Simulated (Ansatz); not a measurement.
**BrCl2Sb: rigid scan of one bond length from a Python script**

Aim: a rigid scan of one bond length, for BrCl2Sb, run from a script. SMILES: [Cl][Sb]([Cl])[Br].

Program: the Python package of Ansatz 0.2.0. Level of theory: CAM-B3LYP/def2-SVP. These are calculated values, not measurements.

### 1 The system

Bond lengths: Cl1–Sb2 2.444 Å, Sb2–Cl3 2.395 Å, Sb2–Br4 2.584 Å. Angles: Cl1–Sb2–Cl3 91.2°, Cl1–Sb2–Br4 90.7°, Cl3–Sb2–Br4 90.8°.

No structure file is read: the coordinates are typed or built in the script.

### 2 The script

Contents of brcl2sb_scan.py:

```python
from dataclasses import dataclass

import ansatz as az
from ase import Atoms
import numpy as np


@dataclass(frozen=True)
class Options:
    basis: str = "def2-SVP"
    functional: str = "cam_b3lyp"


settings = Options()


def main() -> None:
    atoms = Atoms(["Cl", "Sb", "Cl", "Br"], positions=[
        (1.3066, 0.4688, 1.5095),
        (-0.8606, -0.1544, 0.5682),
        (0.1473, -1.8982, -0.728),
        (-0.5378, 1.5235, -1.37),
    ])
    molecule = az.Crystal.molecule_from_ase(atoms)

    symbols = [site.symbol for site in molecule.cartesian_sites]
    start = np.array([site.position_ang for site in molecule.cartesian_sites])
    axis = (start[3] - start[1]) / np.linalg.norm(start[3] - start[1])
    moving = [3]
    lengths, energies = [2.274, 2.377, 2.48, 2.584, 2.687, 2.791, 2.894, 3.049], []
    for length in lengths:
        xyz = start.copy()
        xyz[moving] += (length - np.linalg.norm(start[3] - start[1])) * axis
        point = az.Crystal.molecule()
        for symbol, place in zip(symbols, xyz):
            point = point.atom(symbol, place.tolist())
        job = point.calculation()
        job = job.basis(gaussian=settings.basis)
        job = job.functional(settings.functional)
        data = job.run().report
        energies.append(data["free_energy_ev"])
        print(f"r = {length:6.3f} A  E = {energies[-1]:.5f} eV  <S^2> = {abs(data['mean_field']['state']['spin_squared']):.3f}")

    fit = np.polynomial.Polynomial.fit(lengths, np.array(energies) - min(energies), 4).convert()
    roots = [r.real for r in fit.deriv().roots() if abs(r.imag) < 1e-9 and fit.deriv(2)(r.real) > 0]
    r_e = min(roots, key=lambda r: abs(r - lengths[int(np.argmin(energies))]))
    print(f"minimum of the fit at {r_e:.4f} A, force constant {fit.deriv(2)(r_e):.2f} eV/A^2")


if __name__ == "__main__":
    main()
```

### 3 The run

On the command line:

```
python brcl2sb_scan.py
```

**Question.** What results will this script give? Wanted: range of energy; lowest point, distance.

**Answer**, as computed:

| quantity | value |
| --- | --- |
| bond length at the fit's minimum | 2.5157 Å |
| runs compared | 8 |
| range of energy | 0.879 eV |
| lowest point, distance (Å) | 2.48 |

What this shows: The lowest point, at 2.48, lies inside the range. The ends stand 0.476 and 0.879 eV above it. The distance scanned is the script's pair 1, 3. Notes:
- The rest of the molecule is held rigid at a force-field or estimated start geometry, and the basis set is modest; single-reference methods fail as a bond breaks.
- def2 sets replace the cores of elements past krypton by effective core potentials.
- The orbitals are restricted, so S² is zero by construction.
